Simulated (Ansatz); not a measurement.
The system is RhN.

```
Rh N
1.0
     2.66640    0.00000    0.00000
     0.00000    2.66640    0.00000
     0.00000    0.00000    2.66640
Rh N
1 1
Direct
  0.00000 0.00000 0.00000
  0.50000 0.50000 0.50000
```

The cell comes from a database or a generator and needn't be the stable form of this composition.

| Quantity | Value |
| --- | --- |
| Program | Ansatz 0.2.0 |
| Task | relaxation of cell and atoms |
| Functional | PBE |
| Potentials or basis | Ansatz PAW |
| Cutoff | 420 eV (not typed: the program's choice for these potentials) |
| k mesh | 10 × 10 × 10 |
| Occupations | fermi-dirac, width 0.05 eV |
| Spin | no spin polarisation |

At the start: volume 9.48 Å³/atom.

How do energy, volume and symmetry change on relaxing?

It ends after 6 steps and the volume is 9.95 Å³/atom (+4.9 %); space group Pm-3m (No. 221, to 0.05 Å).

Step by step:
| step | energy change (eV) | largest force (eV/Å) | volume (Å³) |
| --- | --- | --- | --- |
| 1 | 0.0000 | 0.0000 | 18.96 |
| 2 | -0.0370 | 0.0000 | 19.90 |
| 3 | -0.0371 | 0.0000 | 19.88 |
| 4 | -0.0403 | 0.0000 | 19.88 |
| 5 | -0.0402 | 0.0000 | 19.89 |
| 6 | -0.0403 | 0.0000 | 19.89 |

Final structure:
```
CELL_PARAMETERS angstrom
2.70962 0.00000 0.00000
0.00000 2.70962 0.00000
0.00000 0.00000 2.70962
ATOMIC_POSITIONS crystal
Rh 0.00000 0.00000 0.00000
N 0.50000 0.50000 0.50000
```

Caveat: the plane-wave basis is chosen anew once the cell has moved, so the energies of steps on either side of that aren't comparable; the pressure holds a Pulay correction of +0.4 GPa for the finite cutoff.
